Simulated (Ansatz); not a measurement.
Run this with the Ansatz DFT code, driven from Python and show what comes out.

Script `torsion_ch5clge.py`:
```python
# -*- coding: utf-8 -*-
"""Rigid torsion scan of CH5ClGe."""

import ansatz as az
from ase import Atoms


def main():
    atoms = Atoms(["C", "Ge", "Cl", "H", "H", "H", "H", "H"], positions=[
        [-0.5254, 0.7622, -0.3529],
        [0.4119, -0.7698, 0.2032],
        [1.6106, -0.263, 1.9013],
        [0.2128, 1.6213, -0.6461],
        [-1.2185, 1.1495, 0.4484],
        [-1.2034, 0.5666, -1.2427],
        [1.3463, -1.2521, -0.953],
        [-0.5421, -1.8718, 0.586],
    ])

    # start the scan from a relaxed geometry
    first = (
        az.Crystal.molecule_from_ase(atoms).calculation()
        .basis(gaussian="def2-SVP")
        .functional("HF")
        .relax(force_tolerance=0.02, max_steps=80)
    )
    atoms.positions = first.run(threads=1, backend="cpu").report["positions_ang"]

    start = atoms.get_dihedral(3, 0, 1, 2)
    energies = {}
    for turn in range(0, 360, 40):
        turned = atoms.copy()
        turned.set_dihedral(3, 0, 1, 2, start + turn, indices=[1, 2, 6, 7])
        model = (
            az.Crystal.molecule_from_ase(turned).calculation()
            .basis(gaussian="def2-SVP")
            .functional("HF")
        )
        energies[round((start + turn) % 360)] = model.run(threads=1, backend="cpu").report["free_energy_ev"]
    floor = min(energies.values())
    print("dihedral H3-C0-Ge1-Cl2 (deg)   E - E(min) (kJ/mol)")
    for angle, e in sorted(energies.items()):
        print(f"{angle:8d} {96.485332 * (e - floor):14.3f}  " + "#" * int(30 * (e - floor) / max(max(energies.values()) - floor, 1e-9)))


if __name__ == "__main__":
    main()
```

Running `python torsion_ch5clge.py` prints:
```text
dihedral H3-C0-Ge1-Cl2 (deg)   E - E(min) (kJ/mol)
      20          3.471  #############################
      60          0.000
     100          3.496  #############################
     140          3.480  #############################
     180          0.011
     220          3.495  #############################
     260          3.471  #############################
     300          0.011
     340          3.503  ##############################
```

The scan is rigid and the energies are electronic, in a modest basis. With rigid groups the curve can differ much from the relaxed path, the start wasn't checked as a minimum of this torsion, and equivalent turns needn't return to the same energy. The whole script took 23 s on 1 thread of Arm Neoverse V1 (shared host), peak memory 0.25 GiB.
